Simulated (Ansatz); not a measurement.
# H5NO2SiTe: rotation by 120° about the Si2–O4 bond

How high is the barrier for the rotation by 120° about the Si2–O4 bond? Relax the two ends, then run a nudged elastic band between them. SMILES of the start: N[Si](O)(O)[TeH].

All numbers below are computed with Ansatz 0.2.0 (RKS PBE0-D4/def2-SVP).

### Step 1. Starting point

Bond lengths: N1–Si2 1.749 Å, Si2–O3 1.696 Å, Si2–O4 1.686 Å, Si2–Te5 2.491 Å, N1–H6 1.122 Å, N1–H7 1.037 Å, O3–H8 1.050 Å, O4–H9 1.035 Å, Te5–H10 1.696 Å. Angles: N1–Si2–O3 106.9°, N1–Si2–O4 113.0°, N1–Si2–Te5 109.8°, O3–Si2–O4 109.0°, O3–Si2–Te5 109.9°, O4–Si2–Te5 108.2°, Si2–N1–H6 105.8°, Si2–N1–H7 108.7°, H6–N1–H7 103.6°, Si2–O3–H8 104.5°, Si2–O4–H9 106.4°, Si2–Te5–H10 90.3°.

Coordinates:

```xyz
10

N    -1.2506   -0.3016   -0.8772
Si   -0.0104   -0.0448    0.3285
O     0.9184   -1.4629    0.3891
O    -0.6366    0.2688    1.8624
Te    1.4253    1.8801   -0.3326
H    -1.8220    0.6621   -0.9370
H    -0.7986   -0.3762   -1.8079
H     1.6893   -1.2433    1.0666
H    -1.2454   -0.5336    2.0993
H     1.8136    1.1003   -1.7883
```

### Step 2. Relaxing end A

input.yaml

```yaml
crystal:
  periodic: [false, false, false]
  atoms:
    - { symbol: "N", position_ang: [-1.2506, -0.3016, -0.8772] }
    - { symbol: Si, position_ang: [-0.0104, -0.0448, 0.3285] }
    - { symbol: O, position_ang: [0.9184, -1.4629, 0.3891] }
    - { symbol: O, position_ang: [-0.6366, 0.2688, 1.8624] }
    - { symbol: Te, position_ang: [1.4253, 1.8801, -0.3326] }
    - { symbol: H, position_ang: [-1.822, 0.6621, -0.937] }
    - { symbol: H, position_ang: [-0.7986, -0.3762, -1.8079] }
    - { symbol: H, position_ang: [1.6893, -1.2433, 1.0666] }
    - { symbol: H, position_ang: [-1.2454, -0.5336, 2.0993] }
    - { symbol: H, position_ang: [1.8136, 1.1003, -1.7883] }
basis:
  gaussian: { orbitals: def2-SVP }
hamiltonian:
  xc: pbe0
  dispersion: d4
relax:
  f_tol: 0.015
  max_steps: 40
output:
  orbitals: {}
```

Command:

```bash
$ ansatz run input.yaml --threads 2 --pin off --max-ram 3072MiB --backend cpu --events-out ev --progress --plain --runs-dir out
```

Output, cut to the lines that bear on the results:

```text
Warning: RAYON_NUM_THREADS=2 ignored (pool sized by the plan → 2); use --threads N
[...]
Functional definition: PBE0
[...]
1260 factors; integrals over basis functions are off by at most 4.3e-4 eV
[...]
mean field -20823.51877668 eV, -765.2502003551 hartree, gradient 9.9e-6 eV, S^2 0.000000; 0 other end points of the search recorded, 0 dependent functions left out
[...]
reference -20823.51880260 eV, -765.2502013074 hartree; 33, 33 occupied and 78, 78 virtual orbitals, 1260 factors
relax step   1: F+E_penalty+E_count = -20823.75526952 eV  Δ(F+E_penalty+E_count) = +0.000e0 eV  max|allowed force component| = 2.861e0 eV/Å  Δτ_max = 0.0000 Å  (28 SCF iters, accepted)
[...]
relax step   4: F+E_penalty+E_count = -20824.46882041 eV  Δ(F+E_penalty+E_count) = -1.150e-1 eV  max|allowed force component| = 4.389e-1 eV/Å  Δτ_max = 0.2000 Å  (29 SCF iters, accepted)
[...]
relax step   7: F+E_penalty+E_count = -20824.49964635 eV  Δ(F+E_penalty+E_count) = -9.296e-3 eV  max|allowed force component| = 6.744e-2 eV/Å  Δτ_max = 0.0969 Å  (29 SCF iters, accepted)
[...]
relax step  10: F+E_penalty+E_count = -20824.50091144 eV  Δ(F+E_penalty+E_count) = -6.326e-4 eV  max|allowed force component| = 2.485e-2 eV/Å  Δτ_max = 0.0230 Å  (30 SCF iters, accepted)
[...]
relax step  13: F+E_penalty+E_count = -20824.50126915 eV  Δ(F+E_penalty+E_count) = -3.548e-5 eV  max|allowed force component| = 2.436e-2 eV/Å  Δτ_max = 0.0171 Å  (30 SCF iters, accepted)
[...]
relax step  15: F+E_penalty+E_count = -20824.50138797 eV  Δ(F+E_penalty+E_count) = -7.230e-5 eV  max|allowed force component| = 7.297e-3 eV/Å  Δτ_max = 0.0163 Å  (25 SCF iters, accepted)
1260 factors; integrals over basis functions are off by at most 3.4e-4 eV
[...]
mean field -20824.26577752 eV, -765.2776521297 hartree, gradient 8.6e-6 eV, S^2 0.000000; 1 other end points of the search recorded, 0 dependent functions left out
[...]
reference -20824.26580303 eV, -765.2776530670 hartree; 33, 33 occupied and 78, 78 virtual orbitals, 1260 factors
Total energy: -20824.50141348 eV, -765.2863115913 hartree
Atom 0 at    -1.248207    -0.282549    -0.811563 Å, force     0.000100    -0.003845    -0.000454 eV/Å
Atom 1 at     0.021632    -0.020889     0.302277 Å, force    -0.005619     0.007051     0.004397 eV/Å
Atom 2 at     0.876318    -1.438397     0.232257 Å, force     0.003796     0.004094     0.000902 eV/Å
Atom 3 at    -0.583776     0.368737     1.794929 Å, force     0.002881    -0.000379     0.002406 eV/Å
Atom 4 at     1.541849     1.945155    -0.020374 Å, force     0.003533    -0.007297    -0.005760 eV/Å
Atom 5 at    -1.875749     0.472193    -1.061401 Å, force    -0.001224     0.003479     0.000295 eV/Å
Atom 6 at    -1.088753    -0.912035    -1.589930 Å, force     0.000597    -0.002997    -0.003061 eV/Å
Atom 7 at     1.762849    -1.389822     0.603336 Å, force    -0.001071    -0.001845    -0.000018 eV/Å
Atom 8 at    -1.351314    -0.152899     2.055770 Å, force    -0.004595    -0.003341     0.001327 eV/Å
Atom 9 at     2.028150     1.359405    -1.502401 Å, force     0.001603     0.005080    -0.000034 eV/Å
Dipole moment:    -0.251218    -0.231993    -0.186682 e Å
```

Wall time 49 s (2 threads of Intel Xeon Platinum 8375C at 2.90GHz (Ice Lake), shared host); peak memory 0.3 GiB.

Step by step:

| step | energy from step 1 (eV) | largest force component (eV/Å) |
| --- | --- | --- |
| 1 | 0.0000 | 2.8613 |
| 2 | -0.4708 | 1.3247 |
| 3 | -0.5985 | 0.9042 |
| 4 | -0.7135 | 0.4389 |
| 5 | -0.7351 | 0.2226 |
| 6x | -0.7347 | 0.1883 |
| 7 | -0.7444 | 0.0674 |
| 8 | -0.7450 | 0.0428 |
| 9x | -0.7450 | 0.1739 |
| 10 | -0.7456 | 0.0249 |
| 11 | -0.7458 | 0.0336 |
| 12 | -0.7460 | 0.0186 |
| 13 | -0.7460 | 0.0244 |
| 14 | -0.7460 | 0.0127 |
| 15 | -0.7461 | 0.0073 |

Step 1 is the start. 2 steps were tried and not accepted (marked x).

After: Bond lengths: N1–Si2 1.709 Å, Si2–O3 1.657 Å, Si2–O4 1.657 Å, Si2–Te5 2.506 Å, N1–H6 1.013 Å, N1–H7 1.014 Å, O3–H8 0.962 Å, O4–H9 0.964 Å, Te5–H10 1.666 Å. Angles: N1–Si2–O3 103.0°, N1–Si2–O4 110.6°, N1–Si2–Te5 119.1°, O3–Si2–O4 115.3°, O3–Si2–Te5 110.7°, O4–Si2–Te5 98.8°, Si2–N1–H6 120.5°, Si2–N1–H7 118.6°, H6–N1–H7 111.8°, Si2–O3–H8 114.6°, Si2–O4–H9 114.0°, Si2–Te5–H10 90.9°.

### Step 3. End point B

The second end starts from a geometry with the move made by hand.

input.yaml, as its differences from that of step 2:

```diff
@@ -11,3 +11,3 @@
     - { symbol: H, position_ang: [1.6893, -1.2433, 1.0666] }
-    - { symbol: H, position_ang: [-1.2454, -0.5336, 2.0993] }
+    - { symbol: H, position_ang: [0.17523, 0.34814, 2.49899] }
     - { symbol: H, position_ang: [1.8136, 1.1003, -1.7883] }
```

Command:

```bash
$ ansatz run input.yaml --threads 2 --pin off --max-ram 3072MiB --backend cpu --events-out ev --progress --plain --runs-dir out
```

Output, cut to the lines that bear on the results:

```text
Warning: RAYON_NUM_THREADS=2 ignored (pool sized by the plan → 2); use --threads N
[...]
Functional definition: PBE0
[...]
1262 factors; integrals over basis functions are off by at most 4.3e-4 eV
[...]
mean field -20823.37887291 eV, -765.2450589864 hartree, gradient 5.3e-6 eV, S^2 0.000000; 0 other end points of the search recorded, 0 dependent functions left out
[...]
reference -20823.37889863 eV, -765.2450599316 hartree; 33, 33 occupied and 78, 78 virtual orbitals, 1262 factors
relax step   1: F+E_penalty+E_count = -20823.61623792 eV  Δ(F+E_penalty+E_count) = +0.000e0 eV  max|allowed force component| = 2.984e0 eV/Å  Δτ_max = 0.0000 Å  (29 SCF iters, accepted)
[...]
relax step   3: F+E_penalty+E_count = -20824.25811736 eV  Δ(F+E_penalty+E_count) = -1.436e-1 eV  max|allowed force component| = 1.216e0 eV/Å  Δτ_max = 0.1807 Å  (30 SCF iters, accepted)
[...]
Total energy: -20824.43903545 eV, -765.2840192411 hartree
Atom 0 at    -1.283876    -0.241387    -0.774262 Å, force     0.011831    -0.014061    -0.002055 eV/Å
Atom 1 at     0.013993    -0.004383     0.290143 Å, force     0.002065     0.003021     0.006505 eV/Å
Atom 2 at     0.913797    -1.390133     0.201309 Å, force     0.001193     0.004334    -0.007109 eV/Å
Atom 3 at    -0.661137     0.366074     1.754237 Å, force    -0.006200     0.002881     0.007641 eV/Å
Atom 4 at     1.616649     1.923198    -0.109347 Å, force     0.002458    -0.006750    -0.007165 eV/Å
Atom 5 at    -2.063323     0.402148    -0.810636 Å, force    -0.007028     0.009281     0.003359 eV/Å
Atom 6 at    -1.151157    -0.751530    -1.637915 Å, force     0.000726     0.000852     0.000993 eV/Å
Atom 7 at     1.842814    -1.285558     0.428611 Å, force    -0.002150    -0.001568     0.000129 eV/Å
Atom 8 at    -0.065683     0.693339     2.434741 Å, force    -0.001286    -0.001541    -0.006988 eV/Å
Atom 9 at     2.341554     1.118873    -1.374292 Å, force    -0.001608     0.003551     0.004689 eV/Å
Dipole moment:     0.101751     0.010915    -0.063231 e Å
```

Run time: 35 s. Hardware: 2 threads of Intel Xeon Platinum 8375C at 2.90GHz (Ice Lake), shared host; peak memory 0.3 GiB.

Relaxation path:

| step | energy from step 1 (eV) | largest force component (eV/Å) |
| --- | --- | --- |
| 1 | 0.0000 | 2.9844 |
| 2 | -0.4983 | 1.4340 |
| 3 | -0.6419 | 1.2158 |
| 4 | -0.7569 | 0.4434 |
| 5 | -0.8004 | 0.5256 |
| 6 | -0.8174 | 0.2605 |
| 7 | -0.8186 | 0.2190 |
| 8 | -0.8214 | 0.1716 |
| 9 | -0.8227 | 0.0127 |
| 10 | -0.8228 | 0.0141 |

Step 1 is the start.

After: Bond lengths: N1–Si2 1.695 Å, Si2–O3 1.655 Å, Si2–O4 1.654 Å, Si2–Te5 2.538 Å, N1–H6 1.011 Å, N1–H7 1.012 Å, O3–H8 0.962 Å, O4–H9 0.962 Å, Te5–H10 1.665 Å. Angles: N1–Si2–O3 105.4°, N1–Si2–O4 105.9°, N1–Si2–Te5 119.4°, O3–Si2–O4 117.2°, O3–Si2–Te5 106.5°, O4–Si2–Te5 103.1°, Si2–N1–H6 121.6°, Si2–N1–H7 120.4°, H6–N1–H7 113.0°, Si2–O3–H8 114.9°, Si2–O4–H9 116.7°, Si2–Te5–H10 91.6°.

### Step 4. Nudged elastic band

crystal.atoms is end A as relaxed above, and neb.final_atoms is end B, turned to lie on A. With 5 inner images the band has 7 in all.

input.yaml

```yaml
crystal:
  periodic: [false, false, false]
  atoms:
    - { symbol: "N", position_ang: [-1.248207, -0.282549, -0.811563] }
    - { symbol: Si, position_ang: [0.021632, -0.020889, 0.302277] }
    - { symbol: O, position_ang: [0.876318, -1.438397, 0.232257] }
    - { symbol: O, position_ang: [-0.583776, 0.368737, 1.794929] }
    - { symbol: Te, position_ang: [1.541849, 1.945155, -0.020374] }
    - { symbol: H, position_ang: [-1.875749, 0.472193, -1.061401] }
    - { symbol: H, position_ang: [-1.088753, -0.912035, -1.58993] }
    - { symbol: H, position_ang: [1.762849, -1.389822, 0.603336] }
    - { symbol: H, position_ang: [-1.351314, -0.152899, 2.05577] }
    - { symbol: H, position_ang: [2.02815, 1.359405, -1.502401] }
basis:
  gaussian: { orbitals: def2-SVP }
hamiltonian:
  xc: pbe0
  dispersion: d4
neb:
  order_check: false
  images: 5
  f_tol: 0.05
  max_iterations: 60
  initial_path: idpp
  final_atoms:
    - { symbol: "N", position_ang: [-1.31045663, -0.36382362, -0.97846454] }
    - { symbol: Si, position_ang: [-0.14730599, -0.11480561, 0.22928687] }
    - { symbol: O, position_ang: [0.84340887, -1.43850022, 0.16480112] }
    - { symbol: O, position_ang: [-0.99236782, 0.12947033, 1.63029005] }
    - { symbol: Te, position_ang: [1.36182031, 1.92248992, 0.10425973] }
    - { symbol: H, position_ang: [-2.12142395, 0.23449215, -1.06418635] }
    - { symbol: H, position_ang: [-1.05693074, -0.81392704, -1.84845779] }
    - { symbol: H, position_ang: [1.73539038, -1.29377391, 0.49510099] }
    - { symbol: H, position_ang: [-0.4925186, 0.45024228, 2.38660325] }
    - { symbol: H, position_ang: [2.26338315, 1.23703472, -1.11633334] }
```

Command:

```bash
$ ansatz run input.yaml --threads 2 --pin off --max-ram 3072MiB --backend cpu --events-out ev --progress --plain --runs-dir out
```

Output, cut to the lines that bear on the results:

```text
Warning: RAYON_NUM_THREADS=2 ignored (pool sized by the plan → 2); use --threads N
[...]
Functional definition: PBE0
[...]
1258 factors; integrals over basis functions are off by at most 3.3e-4 eV
[...]
mean field -20824.26577689 eV, -765.2776521065 hartree, gradient 1.7e-5 eV, S^2 0.000000; 0 other end points of the search recorded, 0 dependent functions left out
[...]
reference -20824.26580260 eV, -765.2776530511 hartree; 33, 33 occupied and 78, 78 virtual orbitals, 1258 factors
1258 factors; integrals over basis functions are off by at most 3.6e-4 eV
[...]
mean field -20824.20312713 eV, -765.2753497701 hartree, gradient 1.2e-5 eV, S^2 0.000000; 0 other end points of the search recorded, 0 dependent functions left out
[...]
reference -20824.20315247 eV, -765.2753507015 hartree; 33, 33 occupied and 78, 78 virtual orbitals, 1258 factors
[...]
Atom 0 at    -1.225860    -0.157973    -1.042688 Å, force    -0.019722     0.017528     0.012473 eV/Å
Atom 1 at    -0.129518    -0.055273     0.256033 Å, force     0.018903    -0.030041    -0.015359 eV/Å
Atom 2 at     0.639081    -1.517788     0.370641 Å, force    -0.009442    -0.016834    -0.008733 eV/Å
Atom 3 at    -0.999049     0.355107     1.602927 Å, force     0.012112     0.060442    -0.034393 eV/Å
Atom 4 at     1.656404     1.729255     0.141752 Å, force     0.001376     0.014142     0.014940 eV/Å
Atom 5 at    -1.963739     0.534102    -1.110345 Å, force    -0.003820    -0.014577    -0.006666 eV/Å
Atom 6 at    -0.901540    -0.448870    -1.957324 Å, force     0.008825     0.000215     0.000121 eV/Å
Atom 7 at     1.562164    -1.459390     0.637265 Å, force     0.007543     0.010316     0.004197 eV/Å
Atom 8 at    -0.811825    -0.154905     2.395064 Å, force    -0.006959    -0.036159     0.034929 eV/Å
Atom 9 at     2.256882     1.124634    -1.290425 Å, force    -0.008817    -0.005031    -0.001509 eV/Å
Dipole moment:     0.040103    -0.164614    -0.056371 e Å
this run last wrote the band of iteration 9 to <dir>
```

It took 2.5 min on 2 threads of Intel Xeon Platinum 8375C at 2.90GHz (Ice Lake), shared host; peak memory 0.31 GiB.

### Step 5. Images and barrier

The 5 inner images lie between the fixed ends 0 and 6. Energy is taken from image 0, and the path length is the program's own coordinate along the band.

| image | path (Å) | energy (eV) | dihedral Te5–Si2–O4–H9 (°) | band force (eV/Å) |
| --- | --- | --- | --- | --- |
| 0 | 0.000 | 0.0000 | 167 | - |
| 1 | 0.387 | 0.0178 | -167 | 0.024 |
| 2 | 0.773 | 0.0572 | -136 | 0.034 |
| 3* | 1.160 | 0.0861 | -101 | 0.045 |
| 4 | 1.460 | 0.0834 | -77 | 0.018 |
| 5 | 1.761 | 0.0693 | -56 | 0.011 |
| 6 | 2.061 | 0.0624 | -43 | - |

The star marks the climbing image.

image, energy (eV) and a bar:
```
        0      0.000 
        1      0.018 ######
        2      0.057 ####################
        3      0.086 ##############################
        4      0.083 #############################
        5      0.069 ########################
        6      0.062 ######################
```

How the highest energy settled:

| iteration | highest image above image 0 (eV) | largest band force (eV/Å) |
| --- | --- | --- |
| 1 | 0.2373 | 0.871 |
| 2 | 0.2811 | 0.787 |
| 3 | 0.1795 | 0.410 |
| 4 | 0.1723 | 0.373 |
| 5 | 0.1491 | 0.361 |
| 6 | 0.1307 | 0.388 |
| 7 | 0.1130 | 0.317 |
| 8 | 0.0974 | 0.244 |
| 9 | 0.0861 | 0.045 |

Positions of all images (Å):

```xyz
10
image=0 dE=0.0000
N    -1.248   -0.283   -0.812
Si    0.022   -0.021    0.302
O     0.876   -1.438    0.232
O    -0.584    0.369    1.795
Te    1.542    1.945   -0.020
H    -1.876    0.472   -1.061
H    -1.089   -0.912   -1.590
H     1.763   -1.390    0.603
H    -1.351   -0.153    2.056
H     2.028    1.359   -1.502
10
image=1 dE=0.0178
N    -1.253   -0.243   -0.875
Si   -0.023   -0.013    0.287
O     0.789   -1.457    0.297
O    -0.664    0.433    1.749
Te    1.608    1.870   -0.018
H    -1.937    0.489   -1.031
H    -1.032   -0.732   -1.736
H     1.690   -1.399    0.631
H    -1.189   -0.247    2.185
H     2.094    1.249   -1.486
10
image=2 dE=0.0572
N    -1.243   -0.205   -0.961
Si   -0.076   -0.023    0.270
O     0.696   -1.485    0.365
O    -0.816    0.446    1.677
Te    1.653    1.787    0.043
H    -1.961    0.505   -1.060
H    -0.965   -0.576   -1.863
H     1.615   -1.425    0.648
H    -0.992   -0.262    2.305
H     2.172    1.186   -1.422
10
image=3 dE=0.0861
N    -1.226   -0.158   -1.043
Si   -0.130   -0.055    0.256
O     0.639   -1.518    0.371
O    -0.999    0.355    1.603
Te    1.656    1.729    0.142
H    -1.964    0.534   -1.110
H    -0.902   -0.449   -1.957
H     1.562   -1.459    0.637
H    -0.812   -0.155    2.395
H     2.257    1.125   -1.290
10
image=4 dE=0.0834
N    -1.219   -0.109   -1.085
Si   -0.158   -0.089    0.242
O     0.615   -1.553    0.280
O    -1.091    0.246    1.564
Te    1.650    1.688    0.276
H    -1.946    0.594   -1.154
H    -0.880   -0.394   -1.996
H     1.530   -1.510    0.576
H    -0.745   -0.010    2.423
H     2.328    1.087   -1.123
10
image=5 dE=0.0693
N    -1.224   -0.052   -1.106
Si   -0.176   -0.111    0.227
O     0.596   -1.573    0.147
O    -1.123    0.144    1.558
Te    1.642    1.651    0.399
H    -1.917    0.682   -1.187
H    -0.914   -0.394   -2.007
H     1.487   -1.575    0.511
H    -0.690    0.128    2.416
H     2.402    1.047   -0.954
10
image=6 dE=0.0624
N    -1.340   -0.171   -0.989
Si   -0.158   -0.110    0.224
O     0.689   -1.525    0.084
O    -0.973    0.147    1.640
Te    1.556    1.762    0.199
H    -2.084    0.512   -1.039
H    -1.135   -0.599   -1.883
H     1.591   -1.492    0.417
H    -0.443    0.373    2.410
H     2.381    1.052   -1.061
```

### Step 6. Frequencies at the highest image

The geometry is the highest inner image of the first converged band.

input.yaml

```yaml
crystal:
  periodic: [false, false, false]
  atoms:
    - { symbol: "N", position_ang: [-1.22586, -0.157973, -1.042688] }
    - { symbol: Si, position_ang: [-0.129518, -0.055273, 0.256033] }
    - { symbol: O, position_ang: [0.639081, -1.517788, 0.370641] }
    - { symbol: O, position_ang: [-0.999049, 0.355107, 1.602927] }
    - { symbol: Te, position_ang: [1.656404, 1.729255, 0.141752] }
    - { symbol: H, position_ang: [-1.963739, 0.534102, -1.110345] }
    - { symbol: H, position_ang: [-0.90154, -0.44887, -1.957324] }
    - { symbol: H, position_ang: [1.562164, -1.45939, 0.637265] }
    - { symbol: H, position_ang: [-0.811825, -0.154905, 2.395064] }
    - { symbol: H, position_ang: [2.256882, 1.124634, -1.290425] }
basis:
  gaussian: { orbitals: def2-SVP }
hamiltonian:
  xc: pbe0
  dispersion: d4
phonons: {}
```

Command:

```bash
$ ansatz run input.yaml --threads 2 --pin off --max-ram 3072MiB --backend cpu --events-out ev --progress --plain --runs-dir out
```

Output, cut to the lines that bear on the results:

```text
Warning: RAYON_NUM_THREADS=2 ignored (pool sized by the plan → 2); use --threads N
[...]
Functional definition: PBE0
[...]
1258 factors; integrals over basis functions are off by at most 3.2e-4 eV
[...]
mean field -20824.17954446 eV, -765.2744831230 hartree, gradient 1.1e-5 eV, S^2 0.000000; 0 other end points of the search recorded, 0 dependent functions left out
[...]
reference -20824.17956989 eV, -765.2744840576 hartree; 33, 33 occupied and 78, 78 virtual orbitals, 1258 factors
[...]
1258 factors; integrals over basis functions are off by at most 3.3e-4 eV
mean field -20824.17931691 eV, -765.2744747607 hartree, gradient 1.9e-6 eV, S^2 0.000000; 0 other end points of the search recorded, 0 dependent functions left out
[...]
reference -20824.17934234 eV, -765.2744756954 hartree; 33, 33 occupied and 78, 78 virtual orbitals, 1258 factors
[...]
1258 factors; integrals over basis functions are off by at most 3.2e-4 eV
[...]
WARN: phonons: modes at or below zero, which the zero-point energy, F, S and C_V leave out: 1, the lowest at -226.28 cm⁻¹. A minimum has none, and a first-order saddle one
[...]
Atom 1 at    -0.129518    -0.055273     0.256033 Å, force     0.018950    -0.029988    -0.015308 eV/Å
Atom 2 at     0.639081    -1.517788     0.370641 Å, force    -0.009529    -0.017010    -0.008758 eV/Å
Atom 3 at    -0.999049     0.355107     1.602927 Å, force     0.012141     0.060393    -0.034347 eV/Å
Atom 4 at     1.656404     1.729255     0.141752 Å, force     0.001365     0.014337     0.014826 eV/Å
Atom 5 at    -1.963739     0.534102    -1.110345 Å, force    -0.003780    -0.014534    -0.006629 eV/Å
Atom 6 at    -0.901540    -0.448870    -1.957324 Å, force     0.008846     0.000193     0.000127 eV/Å
Atom 7 at     1.562164    -1.459390     0.637265 Å, force     0.007524     0.010374     0.004178 eV/Å
Atom 8 at    -0.811825    -0.154905     2.395064 Å, force    -0.006992    -0.036182     0.034946 eV/Å
Atom 9 at     2.256882     1.124634    -1.290425 Å, force    -0.008810    -0.005095    -0.001448 eV/Å
Dipole moment:     0.040103    -0.164613    -0.056375 e Å
Vibrations: -226.28 102.30 137.36 178.37 201.94 213.54 283.07 321.72 387.69 391.04 434.26 559.54 751.95 802.54 807.30 851.32 965.86 972.67 1534.89 2139.19 3618.31 3722.47 3917.85 3953.64 cm⁻¹, zero-point energy 1.689212 eV
```

Wall time 2.2 min (2 threads of Intel Xeon Platinum 8375C at 2.90GHz (Ice Lake), shared host); peak memory 0.3 GiB.

Of 24 modes, 1 is imaginary by more than 30 cm⁻¹ (226i cm⁻¹).

### Step 7. Results

| quantity | value |
| --- | --- |
| end A | 12 moves, 0.746 eV lower |
| end B | 9 moves, 0.823 eV lower |
| barrier forwards | 0.086 eV |
| barrier backwards | 0.024 eV |
| second end relative to first | +0.062 eV |
| highest image | 3 of 0 to 6, climbing |
| band iterations | 9 |
| imaginary modes at the top | 226i cm⁻¹ |

Along this path the system climbs 0.086 eV from the first end (3 kT at 300 K), which at an assumed attempt frequency of 10^13 s⁻¹ means a rate near 10^12 s⁻¹. The second end lies 0.062 eV above the first, so the way back costs 0.024 eV. The top still moved by 11 meV in the last iteration, which bounds the digits to trust. The listed dihedral goes from 167° at end A through -101° at the highest image to -43° at end B; the relaxed ends differ by 150° in it rather than the 120° set up, and other torsions can move along the band as well. One imaginary mode, as a first-order saddle point has. Zero-point energy and entropy are left out.
